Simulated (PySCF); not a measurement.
# TaO₂Cl: structure of the singlet

The task is one start of a wider search on TaO₂Cl: the singlet, from a trigonal planar start. It is relaxed, tested by its Hessian and followed downhill if it is a saddle.

Method: PBE0, basis Ta def2-TZVP with ECP60, O def2-TZVP, Cl def2-TZVP, scalar-relativistic core potentials, no spin–orbit coupling, density fitting; program: PySCF 2.14.0.

**1. Starting geometry**

4 atoms, charge 0, spin multiplicity 1.

Bond lengths: Ta1–O2 1.830 Å, Ta1–O3 1.830 Å, Ta1–Cl4 2.450 Å. Angles: O2–Ta1–O3 120.0°, O2–Ta1–Cl4 120.0°, O3–Ta1–Cl4 120.0°.

```xyz
4
charge 0 multiplicity 1
Ta    0.0000    0.0000    0.0000
O    -0.9150    1.5848    0.0000
O    -0.9150   -1.5848    0.0000
Cl    2.4500    0.0000    0.0000
```

**2. Finding the electronic state**

The steps below are one call of a driver around PySCF. For each, scf.py gives the equivalent set-up of the SCF; relaxations use the driver's own optimiser. After this first run the driver tries any further starts and a stability analysis.

Input file scf.py:

```python
from pyscf import gto, scf, dft
mol = gto.M(atom='''
Ta     0.000000     0.000000     0.000000
O     -0.915000     1.584800     0.000000
O     -0.915000    -1.584800     0.000000
Cl     2.450000     0.000000     0.000000''',
    basis={'Ta': 'def2-TZVP', 'O': 'def2-TZVP', 'Cl': 'def2-TZVP'},
    ecp={'Ta': 'def2-TZVP'},
    charge=0, spin=0)
mf = dft.RKS(mol, xc='PBE0')
mf.grids.atom_grid = (50, 194)
aux = {'Ta': 'def2-universal-JKFIT', 'O': 'def2-universal-JKFIT', 'Cl': 'def2-universal-JKFIT'}
mf = mf.density_fit(auxbasis=aux)
mf.conv_tol = 1e-08
mf.diis_space = 10
mf.max_cycle = 60
mf.init_guess = 'minao'
mf.verbose = 4
mf.kernel()
```

The run is started by

```
$ OMP_NUM_THREADS=4 python axn.py task.json out
```

The program printed:

```text
init E= -647.932113875873
  HOMO = -0.50181689527668  LUMO = -0.384254354089959  gap/eV = 3.19904
cycle= 1 E= -667.196901771413  delta_E= -19.3  |g|= 1.28  |ddm|= 6.54
  HOMO = -0.132875969477917  LUMO = -0.107338857953265  gap/eV = 0.69490
cycle= 2 E= -660.216809695952  delta_E= 6.98  |g|= 5.31  |ddm|= 3.78
  HOMO = -0.245828020224309  LUMO = -0.119235254641684  gap/eV = 3.44476
cycle= 3 E= -667.470074824476  delta_E= -7.25  |g|= 0.463  |ddm|= 3.63
  HOMO = -0.337660182607632  LUMO = -0.219718250185219  gap/eV = 3.20936
cycle= 4 E= -667.512854447731  delta_E= -0.0428  |g|= 0.244  |ddm|= 0.567
  HOMO = -0.315384283541318  LUMO = -0.188237014939081  gap/eV = 3.45985
cycle= 5 E= -667.527086283326  delta_E= -0.0142  |g|= 0.0917  |ddm|= 0.242
  HOMO = -0.318625673467688  LUMO = -0.187132885942594  gap/eV = 3.57810
cycle= 6 E= -667.528958161574  delta_E= -0.00187  |g|= 0.0348  |ddm|= 0.0719
  HOMO = -0.321118700575477  LUMO = -0.186172950985272  gap/eV = 3.67206
cycle= 7 E= -667.529188121916  delta_E= -0.00023  |g|= 0.0101  |ddm|= 0.015
  HOMO = -0.321691301321248  LUMO = -0.186025453462671  gap/eV = 3.69166
cycle= 8 E= -667.529208242727  delta_E= -2.01e-05  |g|= 0.00221  |ddm|= 0.00503
  HOMO = -0.321721241992451  LUMO = -0.185929219378817  gap/eV = 3.69509
cycle= 9 E= -667.529209259265  delta_E= -1.02e-06  |g|= 0.000323  |ddm|= 0.00144
  HOMO = -0.321737101507305  LUMO = -0.185947691657729  gap/eV = 3.69502
cycle= 10 E= -667.529209284093  delta_E= -2.48e-08  |g|= 5.13e-05  |ddm|= 0.000237
  HOMO = -0.321739199811017  LUMO = -0.18594904349692  gap/eV = 3.69504
cycle= 11 E= -667.529209284847  delta_E= -7.54e-10  |g|= 1.01e-05  |ddm|= 5.74e-05
  HOMO = -0.321737800769277  LUMO = -0.185949682085533  gap/eV = 3.69498
Extra cycle  E= -667.529209284853  delta_E= -6.37e-12  |g|= 1.77e-05  |ddm|= 2.34e-05
converged SCF energy = -667.529209284853
```

This step, with its further starts and checks, took 9 s on 4 threads of Arm Neoverse V2, shared host.

The starts that the driver tried:

```
                      start  energy (Eh)
    the minimal-basis guess  -667.529209
a thermally smeared density  -667.529209
      a smeared PBE density  -667.529209
```

No lower closed-shell solution turned up from the other starts or in the test of internal stability.

**3. Relaxing the singlet from the trigonal planar start**

The program finds C2v symmetry in the start, which this walk keeps. Threshold on the gradient: 0.0003 Eh/bohr, with a further test on the energy change.

scf.py, as its differences from that of step 2:

```diff
@@ -3,4 +3,4 @@
-Ta     0.000000     0.000000     0.000000
-O     -0.915000     1.584800     0.000000
-O     -0.915000    -1.584800     0.000000
-Cl     2.450000     0.000000     0.000000''',
+Ta    -0.227517     0.000000     0.000000
+O     -1.142517     1.584800     0.000000
+O     -1.142517    -1.584800     0.000000
+Cl     2.222483     0.000000     0.000000''',
@@ -17 +16,0 @@
-mf.init_guess = 'minao'
```

Energy and gradient, step by step:

```
step  energy (Eh)  change (kJ/mol)  largest symmetric gradient (Eh/bohr)
   0  -667.529209             0.00                               0.07789
   1  -667.550854           -56.83                               0.03671
   2  -667.552754           -61.82                               0.00714
   3  -667.552828           -62.01                               0.00134
   4  -667.552837           -62.03                               0.00006
```

The walk took 9.5 s.

Positions (Å) and forces (eV/Å) along the way:

```
step 0
Ta  -0.228   0.000   0.000  -1.730   0.000   0.000
O   -1.143   1.585   0.000   1.719  -4.005   0.000
O   -1.143  -1.585   0.000   1.719   4.005   0.000
Cl   2.222   0.000   0.000  -1.708   0.000   0.000
step 1
Ta  -0.213   0.000   0.000   1.887   0.000   0.000
O   -1.119   1.465   0.000  -0.738   0.194   0.000
O   -1.119  -1.465   0.000  -0.738  -0.194   0.000
Cl   2.162   0.000   0.000  -0.411   0.000   0.000
step 2
Ta  -0.168   0.000   0.000  -0.367   0.000   0.000
O   -1.148   1.431   0.000   0.107  -0.202   0.000
O   -1.148  -1.431   0.000   0.107   0.202   0.000
Cl   2.175   0.000   0.000   0.154   0.000   0.000
step 3
Ta  -0.170   0.000   0.000  -0.058   0.000   0.000
O   -1.151   1.425   0.000  -0.005  -0.019   0.000
O   -1.151  -1.425   0.000  -0.005   0.019   0.000
Cl   2.181   0.000   0.000   0.069   0.000   0.000
step 4
Ta  -0.170   0.000   0.000   0.003   0.000   0.000
O   -1.153   1.422   0.000  -0.002   0.001   0.000
O   -1.153  -1.422   0.000  -0.002  -0.001   0.000
Cl   2.186   0.000   0.000   0.002   0.000   0.000
```

It settles in C2v symmetry, 62.0 kJ/mol below the start, after 4 steps: Ta–Cl 2.356 Å, Ta–O 1.729 Å (×2); Cl–Ta–O 124.7° (×2), O–Ta–O 110.7°.

**4. Is it a minimum? Harmonic modes**

The point is checked on the finer grid, and tightened if its gradient asks for it. The Hessian and the dipole derivatives come from central differences of analytic gradients, with steps of 0.02 bohr.

scf.py, as its differences from that of step 3:

```diff
@@ -3,4 +3,4 @@
-Ta    -0.227517     0.000000     0.000000
-O     -1.142517     1.584800     0.000000
-O     -1.142517    -1.584800     0.000000
-Cl     2.222483     0.000000     0.000000''',
+Ta    -0.205218     0.000000     0.000000
+O     -1.189449     1.422160     0.000000
+O     -1.189449    -1.422160     0.000000
+Cl     2.150742     0.000000     0.000000''',
@@ -11 +11 @@
-mf.grids.atom_grid = (50, 194)
+mf.grids.atom_grid = (75, 302)
@@ -14 +14 @@
-mf.conv_tol = 1e-08
+mf.conv_tol = 1e-10
```

The driver hands on the density of the step before, so the log starts near convergence.

SCF at the final geometry:

```text
init E= -667.552982478035
  HOMO = -0.321259747094013  LUMO = -0.167940994669819  gap/eV = 4.17202
cycle= 1 E= -667.552982478029  delta_E= 5.57e-12  |g|= 6.26e-06  |ddm|= 5.03e-06
  HOMO = -0.321261441838753  LUMO = -0.167940804656467  gap/eV = 4.17207
Extra cycle  E= -667.552982477982  delta_E= 4.76e-11  |g|= 1.76e-05  |ddm|= 1.08e-05
converged SCF energy = -667.552982477982
```

The whole step took 41 s.

Geometry: C2v; Ta–Cl 2.356 Å, Ta–O 1.730 Å (×2); Cl–Ta–O 124.7° (×2), O–Ta–O 110.6°.

Harmonic modes (main isotopes):

| symmetry | ω (cm⁻¹) | IR (km/mol) | μ (u) | type |
| --- | --- | --- | --- | --- |
| b1 | 123i | 99.9 | 21.94 | bend |
| b2 | 142 | 9.7 | 21.92 | bend |
| a1 | 296 | 2.4 | 19.19 | bend |
| a1 | 404 | 53.9 | 31.53 | mixed |
| b2 | 955 | 251 | 17.83 | stretch |
| a1 | 1009 | 114 | 16.89 | stretch |

1 mode is imaginary, the largest at 123i cm⁻¹: a saddle point, not a minimum.

Constants and moments:

- Dipole moment: 1.85 D
- Highest occupied level: -8.74 eV
- Lowest empty level: -4.57 eV
- Rotational constants: 0.2605, 0.07854, 0.06035 cm⁻¹
- Zero-point energy (real modes): 16.8 kJ/mol
- Principal polarisabilities: 35.8, 51.9, 63.1 bohr³
- Atomisation energy without zero-point energy: 1827 kJ/mol
- Principal traceless quadrupole moments about the centre of mass: -8.49, -6.72, 15.21 D Å

Populations by atom (charges in e):

```tsv
atom	Mulliken	Löwdin	polar tensor	Mayer order to Ta1
Ta1	1.43	0.67	2.43	–
O2,3	-0.52	-0.31	-0.90	2.10
Cl4	-0.40	-0.04	-0.63	1.00
```

Outer orbital energies (eV). occupied: -11.27, -11.18, -10.78, -10.64, -9.80, -9.71, -9.37, -8.74; empty: -4.57, -2.69, -1.25, 0.31.

Mulliken populations on Ta1 (outside its core potential): s 2.24, p 6.34, d 2.83, f 0.16.

**5. Downhill along the imaginary mode**

The start is the last point, displaced along its most imaginary mode.

The program finds Cs symmetry in the start, which this walk keeps. Threshold on the gradient: 0.0003 Eh/bohr, with a further test on the energy change.

scf.py, as its differences from that of step 4:

```diff
@@ -3,4 +3,4 @@
-Ta    -0.205218     0.000000     0.000000
-O     -1.189449     1.422160     0.000000
-O     -1.189449    -1.422160     0.000000
-Cl     2.150742     0.000000     0.000000''',
+Ta    -0.205319    -0.000000    -0.062662
+O     -1.189550     1.422160     0.250000
+O     -1.189550    -1.422160     0.250000
+Cl     2.150642     0.000000     0.095543''',
@@ -11 +11 @@
-mf.grids.atom_grid = (75, 302)
+mf.grids.atom_grid = (50, 194)
@@ -14 +14 @@
-mf.conv_tol = 1e-10
+mf.conv_tol = 1e-08
```

Energy and gradient, step by step:

```
step  energy (Eh)  change (kJ/mol)  largest symmetric gradient (Eh/bohr)
   0  -667.553819             0.00                               0.03669
   1  -667.559279           -14.33                               0.00811
   2  -667.560432           -17.36                               0.01141
   3  -667.562173           -21.93                               0.00609
   4  -667.562588           -23.02                               0.00123
   5  -667.562590           -23.03                               0.00225
   6  -667.562598           -23.05                               0.00009
   7  -667.562598           -23.05                               0.00004
```

The walk took 19 s.

Geometry (Å) and forces (eV/Å) at some steps:

```
step 0
Ta  -0.205   0.000  -0.063  -1.887   0.001   0.172
O   -1.190   1.422   0.250   1.089  -1.180  -0.157
O   -1.190  -1.422   0.250   1.088   1.178  -0.156
Cl   2.151   0.000   0.096  -0.291   0.000   0.140
step 1
Ta  -0.237   0.000  -0.194  -0.285   0.000  -0.165
O   -1.149   1.388   0.294   0.351  -0.164   0.028
O   -1.149  -1.388   0.294   0.351   0.164   0.028
Cl   2.100   0.000   0.139  -0.417   0.000   0.109
step 4
Ta  -0.281   0.000  -0.335   0.021   0.001  -0.063
O   -1.063   1.382   0.338  -0.008   0.027   0.024
O   -1.063  -1.382   0.338  -0.009  -0.029   0.025
Cl   1.972   0.000   0.193  -0.004   0.000   0.015
step 7
Ta  -0.283   0.000  -0.341  -0.002   0.000   0.000
O   -1.059   1.381   0.340   0.000  -0.001  -0.002
O   -1.059  -1.381   0.340   0.000   0.001  -0.002
Cl   1.967   0.000   0.195   0.001   0.000   0.004
```

It settles in Cs symmetry, 23.1 kJ/mol below the start, after 7 steps: Ta–Cl 2.313 Å, Ta–O 1.725 Å (×2); Cl–Ta–O 110.3° (×2), O–Ta–O 106.4°.

**6. Is it a minimum? Harmonic modes**

As before: finer grid, then central differences.

scf.py, as its differences from that of step 5:

```diff
@@ -3,4 +3,4 @@
-Ta    -0.205319    -0.000000    -0.062662
-O     -1.189550     1.422160     0.250000
-O     -1.189550    -1.422160     0.250000
-Cl     2.150642     0.000000     0.095543''',
+Ta    -0.216658     0.000000    -0.162042
+O     -0.994371     1.381350     0.517148
+O     -0.994371    -1.381350     0.517148
+Cl     2.034619    -0.000000     0.372083''',
@@ -11 +11 @@
-mf.grids.atom_grid = (50, 194)
+mf.grids.atom_grid = (75, 302)
@@ -14 +14 @@
-mf.conv_tol = 1e-08
+mf.conv_tol = 1e-10
```

Log of the central SCF (cycles and frontier levels):

```text
init E= -667.562598805093
  HOMO = -0.310952733413025  LUMO = -0.150732710436996  gap/eV = 4.35981
cycle= 1 E= -667.562598804556  delta_E= 5.37e-10  |g|= 5.59e-05  |ddm|= 3.45e-05
  HOMO = -0.310950854341057  LUMO = -0.150735014957485  gap/eV = 4.35970
cycle= 2 E= -667.562598799642  delta_E= 4.91e-09  |g|= 0.000169  |ddm|= 0.000102
  HOMO = -0.310952765890835  LUMO = -0.150733513656816  gap/eV = 4.35979
cycle= 3 E= -667.56259880516  delta_E= -5.52e-09  |g|= 2.9e-06  |ddm|= 7.67e-05
  HOMO = -0.31095243102983  LUMO = -0.150733410809207  gap/eV = 4.35978
cycle= 4 E= -667.562598805163  delta_E= -2.84e-12  |g|= 7.86e-07  |ddm|= 2.14e-06
  HOMO = -0.310952556562694  LUMO = -0.15073330817431  gap/eV = 4.35979
Extra cycle  E= -667.562598805163  delta_E= -2.27e-13  |g|= 2.43e-06  |ddm|= 1.52e-06
converged SCF energy = -667.562598805163
```

The whole step took 48 s on 4 threads of Arm Neoverse V2, shared host.

Geometry: Cs; Ta–Cl 2.314 Å, Ta–O 1.725 Å (×2); Cl–Ta–O 110.4° (×2), O–Ta–O 106.4°.

Harmonic modes (main isotopes):

```tsv
symmetry	ω (cm⁻¹)	IR (km/mol)
a'	156	38.2
a''	178	1.1
a'	330	6.8
a'	405	59.8
a''	955	214
a'	1016	87.9
```

All wavenumbers are real: a minimum.

Constants and moments:

```
Dipole moment                                                   : 5.50 D
Highest occupied level                                          : -8.46 eV
Lowest empty level                                              : -4.10 eV
Rotational constants                                            : 0.2173, 0.08303, 0.06811 cm⁻¹
Zero-point energy                                               : 18.2 kJ/mol
Principal polarisabilities                                      : 35.3, 52.7, 61.6 bohr³
Atomisation energy without zero-point energy                    : 1852 kJ/mol
Principal traceless quadrupole moments about the centre of mass : -7.04, -5.79, 12.82 D Å
Entropy at 298.15 K and 1 bar                                   : 320.0 J/(mol K)
Heat capacity Cp at 298.15 K                                    : 65.2 J/(mol K)
Enthalpy at 298.15 K above 0 K                                  : 15.16 kJ/mol
Rotational symmetry number                                      : 1
```

Populations by atom (charges in e):

```json
{"atom": "Ta1", "Mulliken": "1.35", "Löwdin": "0.58", "polar tensor": "2.10", "Mayer order to Ta1": "–"}
{"atom": "O2,3", "Mulliken": "-0.50", "Löwdin": "-0.30", "polar tensor": "-0.79", "Mayer order to Ta1": "2.12"}
{"atom": "Cl4", "Mulliken": "-0.35", "Löwdin": "0.02", "polar tensor": "-0.53", "Mayer order to Ta1": "1.05"}
```

Outer orbital energies (eV). occupied: -11.03, -10.97, -10.57, -10.40, -9.79, -9.37, -9.26, -8.46; empty: -4.10, -2.26, -1.02, -0.19.

Mulliken populations on Ta1 (outside its core potential): s 2.30, p 6.27, d 2.92, f 0.15.

**7. Stability of the closed shell**

At the lowest minimum the closed shell is tested against spin polarisation, on the (50, 194) grid. It is stable.

**8. The points found, side by side**

| spin | group | bonds | imaginary modes (cm⁻¹) | ΔE (kJ/mol) | with zero-point energy |
| --- | --- | --- | --- | --- | --- |
| singlet | Cs | Ta–Cl 2.314 Å, Ta–O 1.725 Å (×2) | none | 0.0 | 0.0 |
| singlet | C2v | Ta–Cl 2.356 Å, Ta–O 1.730 Å (×2) | 123i | 25.2 | – |

**9. Summary of results**

```
                                 quantity                                                                 value
                                  minimum                                                           singlet, Cs
                                 geometry  Ta–Cl 2.314 Å, Ta–O 1.725 Å (×2); Cl–Ta–O 110.4° (×2), O–Ta–O 106.4°
                       wavenumbers (cm⁻¹)         156 (a'), 178 (a''), 330 (a'), 405 (a'), 955 (a''), 1016 (a')
                            dipole moment                                                                5.50 D
     highest occupied, lowest empty level                                                       -8.46, -4.10 eV
               polar-tensor charge of Ta1                                                               +2.10 e
                        zero-point energy                                                           18.2 kJ/mol
                      entropy at 298.15 K                                                       320.0 J/(mol K)
atomisation energy (no zero-point energy)                                                           1852 kJ/mol
```

**Reading.** From C2v at the start the molecule goes to a Cs minimum, after a stop at a saddle point 25.2 kJ/mol higher, from which it was pushed off along an imaginary mode. The strongest infrared band lies at 955 cm⁻¹ (a'', stretch). With 5.5 D the molecule is strongly polar. Other starts or spin states, not run here, may lie lower. Spin–orbit coupling, left out here, can matter for elements this heavy.

The search up to here took 2.2 min.
